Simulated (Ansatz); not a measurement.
# C2H8B2: one species, many methods

How much do the methods differ for C2H8B2? The plan is to run it at one geometry with functionals of several rungs and with coupled cluster. The yardstick is the atomisation energy at the CCSD(T) limit.

Program: Ansatz 0.2.0, Gaussian basis. Level of theory: functionals in def2-TZVPP, the program's frozen cores in correlated methods. These are calculated values, not measurements.

Plan: LDA (SPW92), PBE-D4, revPBE-D4, BLYP-D4, r2SCAN-D4, B97M-V, PBE0-D4, B3LYP-D4, r2SCANh-D4, r2SCAN0-D4, HSE06-D4, BHLYP-D4, CAM-B3LYP-D4, LC-ωPBE, ωB97X-V, ωB97M-V, B2PLYP, PBE-QIDH; CCSD(T)/def2-SVP; CCSD(T)/def2-TZVPP; MP2/def2-QZVPP; extrapolation to the limit; RPA on PBE.

### Step 1. The geometry

An earlier PBE0-D4 in a triple-zeta def2 set relaxation fixed the geometry.

SMILES `BBCC`, 12 atoms, charge 0, spin multiplicity 1.

Atoms are counted from 1 here; the program's logs count them from 0.

Bond lengths: B1–B2 1.639 Å, B1–H5 1.201 Å, B1–H6 1.201 Å, B2–C3 1.563 Å, B2–H7 1.210 Å, C3–C4 1.523 Å, C3–H8 1.101 Å, C3–H9 1.101 Å, C4–H10 1.093 Å, C4–H11 1.093 Å, C4–H12 1.093 Å. Angles: B2–B1–H5 122.3°, B2–B1–H6 122.2°, H5–B1–H6 115.5°, B1–B2–C3 129.0°, B1–B2–H7 115.1°, C3–B2–H7 115.9°, B2–C3–C4 118.3°, B2–C3–H8 106.5°, B2–C3–H9 106.4°, C4–C3–H8 110.8°, C4–C3–H9 110.8°, H8–C3–H9 102.7°, C3–C4–H10 111.1°, C3–C4–H11 112.2°, C3–C4–H12 111.1°, H10–C4–H11 107.4°, H10–C4–H12 107.3°, H11–C4–H12 107.4°.

### Step 2. LDA

This LDA is Slater exchange with PW92 correlation.

File in.yaml:

```yaml
crystal:
  periodic: [false, false, false]
  atoms:
    - {symbol: B, position_ang: [-0.841987, 1.773120, -0.220239]}
    - {symbol: B, position_ang: [0.225867, 0.904805, 0.670602]}
    - {symbol: C, position_ang: [0.651759, -0.590944, 0.512188]}
    - {symbol: C, position_ang: [0.018120, -1.407297, -0.606738]}
    - {symbol: H, position_ang: [-0.505250, 2.414694, -1.178184]}
    - {symbol: H, position_ang: [-2.003844, 1.854754, 0.073321]}
    - {symbol: H, position_ang: [0.754449, 1.511631, 1.574511]}
    - {symbol: H, position_ang: [0.483342, -1.068868, 1.489278]}
    - {symbol: H, position_ang: [1.749135, -0.594996, 0.426611]}
    - {symbol: H, position_ang: [0.228194, -0.965516, -1.584417]}
    - {symbol: H, position_ang: [0.385891, -2.436430, -0.626733]}
    - {symbol: H, position_ang: [-1.068677, -1.450152, -0.496298]}
basis:
  gaussian: {orbitals: def2-TZVPP}
hamiltonian: {xc: lda}
output: {orbitals: {seedname: orbitals}}
```

Started as:

```console
$ ansatz run in.yaml --threads 2 --pin off --events-out ev --progress --plain --max-ram 4352MiB
```

After this run come: PBE-D4 (GGA); revPBE-D4 (GGA); BLYP-D4 (GGA); r2SCAN-D4 (meta-GGA); B97M-V (meta-GGA); PBE0-D4 (hybrid); B3LYP-D4 (hybrid); r2SCANh-D4 (hybrid); r2SCAN0-D4 (hybrid); HSE06-D4 (hybrid); BHLYP-D4 (hybrid); CAM-B3LYP-D4 (range-separated); LC-ωPBE (range-separated); ωB97X-V (range-separated); ωB97M-V (range-separated); B2PLYP (double hybrid); PBE-QIDH (double hybrid); CCSD(T) in def2-SVP; CCSD(T) in def2-TZVPP; MP2 in def2-QZVPP; RPA on PBE orbitals.

**Question.** What will the summary of the whole plan be? Wanted: atomisation energy, CCSD(T)/CBS; farthest beyond LDA; mean size of error, GGA; mean size of error, meta-GGA; mean size of error, hybrid; mean size of error, range-separated; mean size of error, double hybrid; gap, smallest and largest; T1 diagnostic.

The runs gave:

```
                               quantity                                           value
        atomisation energy, CCSD(T)/CBS                                   4375.1 kJ/mol
 functionals within 21.9 kJ/mol (0.5 %)  revPBE-D4, BLYP-D4, BHLYP-D4, B2PLYP, PBE-QIDH
                    farthest beyond LDA                           PBE-D4 (+85.0 kJ/mol)
                mean size of error, GGA                                     32.0 kJ/mol
           mean size of error, meta-GGA                                     55.1 kJ/mol
             mean size of error, hybrid                                     40.5 kJ/mol
    mean size of error, range-separated                                     40.4 kJ/mol
      mean size of error, double hybrid                                     13.2 kJ/mol
              gap, smallest and largest       3.86 eV (LDA (SPW92)), 11.56 eV (LC-ωPBE)
                          T1 diagnostic                                          0.0108
triples share of the correlation energy                                           3.4 %
```

**Reading.** LDA overbinds by 554.2 kJ/mol (13 %). PBE-D4 is off by +85.0 kJ/mol. Double hybrids carry the basis error of their MP2 part in triple zeta, and no dispersion term here, so their miss is partly the set-up's. Taken by rung, double hybrid functionals do best (13.2 kJ/mol on average) and meta-GGA ones worst beyond LDA (55.1 kJ/mol). The reference freezes the cores and leaves out relativity and excitations past (T), so misses under about 21.9 kJ/mol can't be ranked. Hartree-Fock recovers 79 % of the binding; the rest is correlation. CCSD(T) in def2-SVP is off by -151.1 kJ/mol, which most functionals beat. The gap grows from 3.9 to 11.6 eV across the functionals, mostly with the share of exact exchange.
